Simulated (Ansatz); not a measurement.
Predict the output of the script below (the Ansatz DFT code, driven from Python).

Contents of `c5h5b.xyz`:
```text
11

C     3.33540    0.58770    0.81800
C     2.48540    0.06320    0.14350
B     1.40360   -0.60410   -0.71470
C    -0.07820   -0.34170   -0.42000
C    -1.24280   -0.13510   -0.18800
C    -2.65620    0.11580    0.09390
H     4.08180    1.04820    1.41040
H     1.71200   -1.27190   -1.63850
H    -2.88920   -0.20410    1.13030
H    -3.28320   -0.45730   -0.61970
H    -2.86850    1.19930   -0.01510
```

`c5h5b_energy.py`
```python
import ansatz as az

molecule = az.Crystal.molecule_from_extxyz("c5h5b.xyz")

base = (
    molecule.calculation()
    .basis(gaussian="6-31G*")
    .correlation("mp2")
)
done = base.run()
rep = done.report

for key in ("converged", "free_energy_ev", "reference_energy_ev", "n_frozen", "n_occupied", "n_virtual"):
    print(f"{key:22s} {rep[key]}")

parts = rep["correlation"]
for name in ("random_phase", "coupled_cluster", "perturbative"):
    if name in parts:
        print(f"{name:16s} {parts[name]['energy']['hartree']:12.7f} Ha")
if "second_order" in parts:
    pair = parts["second_order"]
    print(f"MP2 same spin {pair['same_spin']['hartree']:.7f} Ha, opposite spin {pair['opposite_spin']['hartree']:.7f} Ha")
```

```console
$ python c5h5b_energy.py
converged              True
free_energy_ev         -5919.035610029053
reference_energy_ev    -5900.274746150031
n_frozen               6
n_occupied             [14, 14]
n_virtual              [80, 80]
MP2 same spin -0.1720543 Ha, opposite spin -0.5173947 Ha
```

Notes:
- Total energies depend on the basis set; only differences at equal settings carry meaning.
- The geometry is a force-field or estimated start, not a minimum of this method, and the basis set is short of its limit.
- Run time: 2.6 s on 1 thread of Intel(R) Xeon(R) Platinum 8259CL CPU @ 2.50GHz (Skylake/Cascade Lake), with other jobs on the host, peak memory 0.22 GiB.

(Lines on the test bed's own set-up are left out of the output.)
